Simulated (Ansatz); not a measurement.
# H4OSn, SMILES [OH][SnH3]: a short molecular-dynamics run

Computed with Ansatz 0.2.0 through its Python package.

Typed at the interpreter:
```pycon
>>> import ansatz
>>> import numpy as np
>>> GEOMETRY = """
... O     0.99640   -0.82710    0.99710
... Sn   -0.26240    0.33460   -0.11790
... H     1.07260   -1.58940    0.42230
... H    -1.66690   -0.52870   -0.43470
... H     0.52820    0.71180   -1.65240
... H    -0.62580    1.83480    0.73930
... """
>>> mol = ansatz.Crystal.molecule()
>>> for line in GEOMETRY.strip().splitlines():
...     symbol, *xyz = line.split()
...     mol = mol.atom(symbol, [float(v) for v in xyz])
...
>>> calc = (
...     mol.calculation()
...     .basis(gaussian="def2-SVP")
...     .functional("HF")
...     .md("nve", timestep=1.0, steps=20, temperature=500, initial_velocities="maxwell_boltzmann", seed=81)
... )
>>> frames = []
>>> res = calc.session().plan().execute(on_event=lambda e: frames.append(e["data"]) if e["event"] == "md_step" else None)
>>> print("t (fs)   E_pot (eV)      E_kin (eV)   T (K)   d(0-1) (A)")
t (fs)   E_pot (eV)      E_kin (eV)   T (K)   d(0-1) (A)
>>> for f in frames[::2]:
...     xyz = np.array(f["positions_ang"])
...     print(f"{f['time_fs']:6.2f} {f['lagrangian_ev']:14.5f} {f['e_kin_ev']:10.5f} {f['temperature_k']:8.1f} {np.linalg.norm(xyz[0] - xyz[1]):9.4f}")
...
  0.00    -7903.39838    0.25852    500.0    2.0439
  2.00    -7903.36959    0.23147    447.7    2.0502
  4.00    -7903.43302    0.29287    566.4    2.0523
  6.00    -7903.48148    0.34002    657.6    2.0498
  8.00    -7903.43682    0.29710    574.6    2.0429
 10.00    -7903.40454    0.26617    514.8    2.0330
 12.00    -7903.45332    0.31320    605.8    2.0209
 14.00    -7903.48662    0.34600    669.2    2.0059
 16.00    -7903.45999    0.31991    618.7    1.9886
 18.00    -7903.42357    0.28505    551.3    1.9712
 20.00    -7903.45854    0.31914    617.2    1.9547
>>> kept = np.array([f["conserved_ev"] for f in frames])
>>> print(f"conserved energy moves by at most {1000 * np.ptp(kept):.3f} meV")
conserved energy moves by at most 3.347 meV
```

Caveats:
- Total energies depend on the basis set; only differences at equal settings carry meaning.
- The trajectory is only some femtoseconds long, so its temperature is not equilibrated; where the script doesn't relax first, it starts from a rough generated geometry.
- def2 sets replace the cores of elements past krypton by effective core potentials.
- The temperature counts the internal degrees of freedom alone.
- With hydrogen a step over 0.5 fs is long.
- It ran for 20 s on 1 thread of Arm Neoverse V1, with other jobs on the host, peak memory 0.18 GiB.
